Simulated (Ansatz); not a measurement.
# GaF2 radical: single points off equilibrium

One table from this session's results is given with a row withheld; the runs are named, their logs left out.

Program: Ansatz 0.2.0, Gaussian basis. Level of theory: single points in def2-TZVPP. These are calculated values, not measurements.

Cores are frozen in the correlated methods. Filled d shells of the heavier atoms are correlated. Orbitals are unrestricted.

## Starting geometry

SMILES `[F][Ga][F]`, 3 atoms, charge 0, spin multiplicity 2.

Atoms are counted from 1 here; the program's logs count them from 0.

Bond lengths: F1–Ga2 1.872 Å, Ga2–F3 2.011 Å. Angles: F1–Ga2–F3 128.9°.

Coordinates:

```xyz
3

F    -1.4830    0.5391   -0.7590
Ga    0.1659    0.5326    0.1283
F     1.2831   -1.0373    0.7024
```

Set-up of the first run:

run/in.yaml reads:

```yaml
crystal:
  periodic: [false, false, false]
  atoms:
    - {symbol: F, position_ang: [-1.483000, 0.539100, -0.759000]}
    - {symbol: Ga, position_ang: [0.165900, 0.532600, 0.128300]}
    - {symbol: F, position_ang: [1.283100, -1.037300, 0.702400]}
basis:
  gaussian: {orbitals: def2-TZVPP}
magnetization: {spin_polarized: true, initial_magnetization: 1}
correlation: {method: ccsd_t}
scf: {omitted_lower_state_checks: [cluster_reference]}
output: {forces: true}
```

No record of the launch command was kept for these runs.

Among the steps run: CCSD(T)/def2-TZVPP; PBE0-D4/def2-TZVPP; wB97M-V/def2-TZVPP; r2SCAN-D4/def2-TZVPP; PBE-D4/def2-TZVPP; revPBE-D4/def2-TZVPP; SPW92/def2-TZVPP.

One of the session's tables, all rows but one given; the rest of the session is left out.

```
   method  RMS force component (eV/Å)  angle to CCSD(T) forces (°)  dipole (D)
  CCSD(T)                       1.560                    reference        2.55
  PBE0-D4                       1.402                          1.3        2.59
  wB97M-V                       1.429                          1.3        2.61
r2SCAN-D4                           ?                            ?           ?
   PBE-D4                       1.119                          5.8        2.34
revPBE-D4                       1.044                          7.9        2.33
    SPW92                       1.400                          2.8        2.41
```

Estimate the missing values for r2SCAN-D4.

**Answer.** RMS force component (eV/Å): 1.401; angle to CCSD(T) forces (°): 0.5; dipole (D): 2.44. In the column «RMS force component (eV/Å)» it lies between SPW92 (1.400) and PBE0-D4 (1.402).
